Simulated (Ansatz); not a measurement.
**Ba2Tl5V3O12 in Ansatz: convergence with k mesh**

The system is Ba2Tl5V3O12.

```
Ba V Tl O
1.0
     6.65272    0.04946    0.02017
     2.86070    8.36464    0.00384
     2.68279    2.46936    9.19569
Ba V Tl O
2 3 5 12
Direct
  0.80419 0.04665 0.02264
  0.21205 0.95157 0.34012
  0.74540 0.70796 0.33582
  0.25963 0.26599 0.03225
  0.04074 0.07695 0.66106
  0.25636 0.39847 0.35003
  0.58966 0.34866 0.60553
  0.57327 0.88069 0.66842
  0.74552 0.49664 0.11648
  0.11891 0.64206 0.74303
  0.28433 0.09717 0.54175
  0.85350 0.49575 0.34386
  0.40255 0.20448 0.17282
  0.88414 0.05377 0.55967
  0.14017 0.47956 0.98899
  0.54627 0.73631 0.48712
  0.90594 0.24279 0.73262
  0.61543 0.80058 0.18857
  0.05538 0.16451 0.10164
  0.08209 0.90404 0.80708
  0.44178 0.20123 0.89187
  0.94269 0.80417 0.30862
```

The cell was built by a generator and needn't be a form met in nature.

- Program: Ansatz 0.2.0
- Task: convergence study
- Functional: PBE
- Potentials or basis: Ansatz PAW
- Cutoff: 420 eV (not typed: the program's choice for these potentials)
- k mesh: 2 × 1 × 1
- Occupations: fermi-dirac, width 0.05 eV
- Spin: collinear spin, ferromagnetic start
- Starting moments: [0.0, 0.0, 2.0, 2.0, 2.0, 0.0, 0.0, 0.0, 0.0, 0.0, 0.0, 0.0, 0.0, 0.0, 0.0, 0.0, 0.0, 0.0, 0.0, 0.0, 0.0, 0.0] μB

These are the settings of the first run; the series varies k mesh, with any setting tied to it.

Hardware: 8 threads of Intel(R) Xeon(R) 6975P-C (Granite Rapids), with other jobs on the host.

```
   k mesh  energy less the tightest run, at zero smearing (meV/atom)  largest force (eV/Å)  gap on the mesh (eV)  SCF cycles  CPU time (s)  peak memory (GiB)
2 × 1 × 1                                                      -0.40                 0.086                 2.933          16            25                1.4
2 × 2 × 1                                                       0.46                 0.071                 2.892          16            39                2.2
2 × 2 × 2                                                      -0.19                 0.010                 2.892          16            79                2.7
3 × 2 × 2                                                      -0.01                 0.010                 2.913          16           110                2.6
3 × 3 × 2                                                       0.02                 0.010                 2.913          16           140                2.8
4 × 3 × 3                                                       0.00                 0.011                 2.875          16           300                3.4
5 × 4 × 4                                                       0.00                 0.011                 2.900          16           620                4.9
6 × 5 × 4                                                       0.00                 0.011                 2.880          16          1000                5.9
7 × 6 × 5                                                       0.00                 0.011                 2.875          16          1800                8.5
```

Against the tightest run, the energy stays within 1 meV/atom from 2 × 1 × 1 on; the largest force stays within 0.005 eV/Å from 2 × 2 × 2 on; the gap on the mesh stays within 0.01 eV from 6 × 5 × 4 on. Meshes of other sizes hit other points, so gaps and Fermi surfaces needn't settle smoothly. The tightest run that finished is the yardstick and may itself not be fully converged.

Caveat, for the tightest run too: odd divisions of the mesh miss points on the zone boundary, where band edges often lie, so the gap on the mesh can be too wide; spin-orbit coupling is left out, which as a rule narrows the gap of such compounds by several tenths of an eV; the starting moments weren't kept.
